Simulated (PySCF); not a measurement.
# CH10BNSi2 (SMILES BNC[SiH2][SiH3]) at 4 levels

We compute a comparison of 4 runs (B3LYP/6-31G*, B2PLYP/cc-pVDZ, CCSD(T)/cc-pVDZ) of CH10BNSi2. The job is set up through a Python script.

Program for the calculation: PySCF 2.14.0.

## 1. The system as given

CH10BNSi2 has 15 atoms, charge 0, and is taken as a singlet. SMILES: `BNC[SiH2][SiH3]`. Geometry: relaxed at GFN2-xTB. This is one conformer, not always the lowest.

Bond lengths: B1–N2 1.375 Å, N2–C3 1.450 Å, C3–Si4 1.919 Å, Si4–Si5 2.309 Å, B1–H6 1.172 Å, B1–H7 1.173 Å, N2–H8 1.010 Å, C3–H9 1.090 Å, C3–H10 1.095 Å, Si4–H11 1.475 Å, Si4–H12 1.471 Å, Si5–H13 1.465 Å, Si5–H14 1.467 Å, Si5–H15 1.466 Å. Some angles: B1–N2–C3 127.4°, N2–C3–Si4 110.5°, C3–Si4–Si5 109.4°, B1–N2–H8 120.9°, C3–N2–H8 111.6°, N2–B1–H6 118.8°, N2–B1–H7 119.0°, N2–C3–H9 108.1°, N2–C3–H10 109.5°, Si4–C3–H9 110.3°.

## 2. Energy and gradient at B3LYP/6-31G(d) (spherical functions) (run 1)

Input file mol.xyz:

```xyz
15

B     -0.520270     1.894600     1.105660
N     -0.717390     0.547160     1.294910
C     -1.306270    -0.396820     0.364660
Si     0.049170    -1.518390    -0.400970
Si     1.644200    -0.200660    -1.427220
H      0.003330     2.513330     1.952800
H     -0.894350     2.390490     0.110430
H     -0.399670     0.090000     2.137420
H     -1.813920     0.169960    -0.416500
H     -2.071400    -0.987610     0.878700
H      0.573850    -2.326160     0.715560
H     -0.648310    -2.473730    -1.274920
H      2.153560     0.862490    -0.558140
H      2.803220    -1.003520    -1.833860
H      1.144280     0.438840    -2.648530
```

Input file calc.py:

```python
# BNC[SiH2][SiH3]
from pyscf import gto, dft

system = gto.Mole()
system.atom = 'mol.xyz'
system.charge = 0
system.spin = 0
system.basis = '6-31g*'
system.verbose = 3
system.max_memory = 1860
system.build()

calc0 = dft.RKS(system)
calc0.xc = 'b3lyp'
calc0.grids.level = 5
calc0.conv_tol = 1e-10
calc0.kernel()
if not calc0.converged:
    calc0 = calc0.newton().run(calc0.mo_coeff, calc0.mo_occ)

e_tot = calc0.e_tot
print('E(%s) = %.9f' % ('B3LYP', e_tot))
grad = calc0.nuc_grad_method().kernel()
calc0.analyze()
```

Run with:

```console
$ OMP_NUM_THREADS=1 python calc.py
```

The log of the run:

```text
converged SCF energy = -702.724996165948
[... 22 lines left out ...]
MO #13  energy= -3.62727245754073  occ= 2
[... 16 lines left out ...]
MO #30  energy= 0.00881189450072251 occ= 0
[... 16 lines left out ...]
MO #47  energy= 0.268187186899737  occ= 0
[... 16 lines left out ...]
MO #64  energy= 0.705557290756111  occ= 0
[... 16 lines left out ...]
MO #81  energy= 1.22432795360316   occ= 0
[... 16 lines left out ...]
MO #98  energy= 2.81296363243761   occ= 0
[... 16 lines left out ...]
Dipole moment(X, Y, Z, Debye): -0.54415, -1.70532,  0.41241
```

It took 55 s on 1 thread of Intel Xeon at 2.70GHz, shared host; peak memory 1 GiB.

## 3. Energy and forces at B3LYP/6-31G(d) (Cartesian functions) (run 2)

Input file start.xyz:

```xyz
15

B     -0.520270     1.894600     1.105660
N     -0.717390     0.547160     1.294910
C     -1.306270    -0.396820     0.364660
Si     0.049170    -1.518390    -0.400970
Si     1.644200    -0.200660    -1.427220
H      0.003330     2.513330     1.952800
H     -0.894350     2.390490     0.110430
H     -0.399670     0.090000     2.137420
H     -1.813920     0.169960    -0.416500
H     -2.071400    -0.987610     0.878700
H      0.573850    -2.326160     0.715560
H     -0.648310    -2.473730    -1.274920
H      2.153560     0.862490    -0.558140
H      2.803220    -1.003520    -1.833860
H      1.144280     0.438840    -2.648530
```

Input file job.py:

```python
from pyscf import gto, dft

mol = gto.M(
    atom='start.xyz',
    verbose=4,
    charge=0,
    spin=0,
    max_memory=1860,
    cart=True,
    basis='6-31g*',
)

mf = dft.RKS(mol)
mf.xc = 'b3lyp'
mf.grids.level = 5
mf.conv_tol = 1e-10
mf.kernel()
if not mf.converged:
    mf = mf.newton().run(mf.mo_coeff, mf.mo_occ)

e_tot = mf.e_tot
print('E(%s) = %.9f' % ('B3LYP', e_tot))
grad = mf.nuc_grad_method().kernel()
dip = mf.dip_moment()
pop, q = mf.mulliken_pop()
```

Run with:

```console
$ OMP_NUM_THREADS=1 python job.py
```

The log of the run:

```text
PySCF version 2.14.0

[... 84 lines left out ...]
converged SCF energy = -702.730785800929
[... 13 lines left out ...]
Dipole moment(X, Y, Z, Debye): -0.54440, -1.69998,  0.40964
[... 119 lines left out ...]
charge of   14H =     -0.04699
```

Wall time 57 s (1 thread of Intel Xeon at 2.70GHz, shared host); peak memory 1.1 GiB.

Run 3 isn't shown in full; the table further down has it.

## 4. A single-point energy at CCSD(T)/cc-pVDZ (run 4)

Input file run.py:

```python
from pyscf import gto, cc

mol = gto.M(
    atom='''
B   -0.520270   1.894600   1.105660
N   -0.717390   0.547160   1.294910
C   -1.306270  -0.396820   0.364660
Si   0.049170  -1.518390  -0.400970
Si   1.644200  -0.200660  -1.427220
H    0.003330   2.513330   1.952800
H   -0.894350   2.390490   0.110430
H   -0.399670   0.090000   2.137420
H   -1.813920   0.169960  -0.416500
H   -2.071400  -0.987610   0.878700
H    0.573850  -2.326160   0.715560
H   -0.648310  -2.473730  -1.274920
H    2.153560   0.862490  -0.558140
H    2.803220  -1.003520  -1.833860
H    1.144280   0.438840  -2.648530
''',
    max_memory=1860,
    basis='cc-pvdz',
    spin=0,
    verbose=4,
)

hf = mol.RHF()
hf.conv_tol = 1e-10
hf.kernel()
if not hf.converged:
    hf = hf.newton().run(hf.mo_coeff, hf.mo_occ)

mycc = cc.CCSD(hf, frozen=13)
mycc.kernel()
e_t = mycc.ccsd_t()
e_final = mycc.e_tot + e_t
print('Final energy', e_final)
hf.analyze()
```

Run with:

```console
$ OMP_NUM_THREADS=1 python run.py
```

The log of the run:

```text
PySCF version 2.14.0

[... 118 lines left out ...]
MO #8   energy= -4.23170869154978  occ= 2
[... 23 lines left out ...]
MO #32  energy= 0.167563006063078  occ= 0
[... 23 lines left out ...]
MO #56  energy= 0.622599123773107  occ= 0
[... 23 lines left out ...]
MO #80  energy= 1.18619385028357   occ= 0
[... 23 lines left out ...]
MO #104 energy= 1.95209308401557   occ= 0
[... 23 lines left out ...]
MO #128 energy= 3.40257866909351   occ= 0
[... 146 lines left out ...]
Dipole moment(X, Y, Z, Debye): -0.50016, -1.45472,  0.38328
```

It took 2.9 min on 1 thread of Intel Xeon at 2.70GHz, shared host; peak memory 2 GiB.

## 5. All runs side by side

| run | level | Cartesian functions | task | energy (Eh) | dipole moment (D) of the reference | HOMO energy (eV) | LUMO energy (eV) | wall time |
| --- | --- | --- | --- | --- | --- | --- | --- | --- |
| 1 | B3LYP/6-31G* (spherical functions) | no | gradient | -702.724996 | 1.84 | -6.98 | -0.01 | 55 s |
| 2 | B3LYP/6-31G* (Cartesian functions) | yes | gradient | -702.730786 | 1.83 | -6.98 | -0.01 | 57 s |
| 3 | B2PLYP/cc-pVDZ | no | energy | -702.310290 | 1.71 | -8.35 | 1.32 | 57 s |
| 4 | CCSD(T)/cc-pVDZ | no | energy | -701.411435 | 1.59 | -10.16 | 3.35 | 2.9 min |

## 6. Results

```
                                           quantity          value
                                run 4: total energy  -701.41144 Eh
        run 4: dipole moment (Hartree–Fock density)         1.59 D
         run 4: HOMO energy (Hartree–Fock orbitals)      -10.16 eV
         run 4: LUMO energy (Hartree–Fock orbitals)        3.35 eV
       run 4: HOMO–LUMO gap (Hartree–Fock orbitals)       13.51 eV
run 4: correlation energy (13 core orbitals frozen)     -707.9 mEh
                              run 4: (T) correction     -19.94 mEh
                               run 4: T1 diagnostic          0.014
```

**Reading.** Over runs 1, 2, 3 the dipole moment (its size) runs from 1.71 D (B2PLYP/cc-pVDZ) to 1.84 D (B3LYP/6-31G*). The two ends differ in method and basis. A double hybrid's value is that of its SCF part. Over runs 1, 2, 3 the HOMO–LUMO gap runs from 6.97 eV (B3LYP/6-31G*) to 9.67 eV (B2PLYP/cc-pVDZ). Totals of different functionals can't be ranked against each other. All runs together took 5.7 min, the longest 2.9 min.
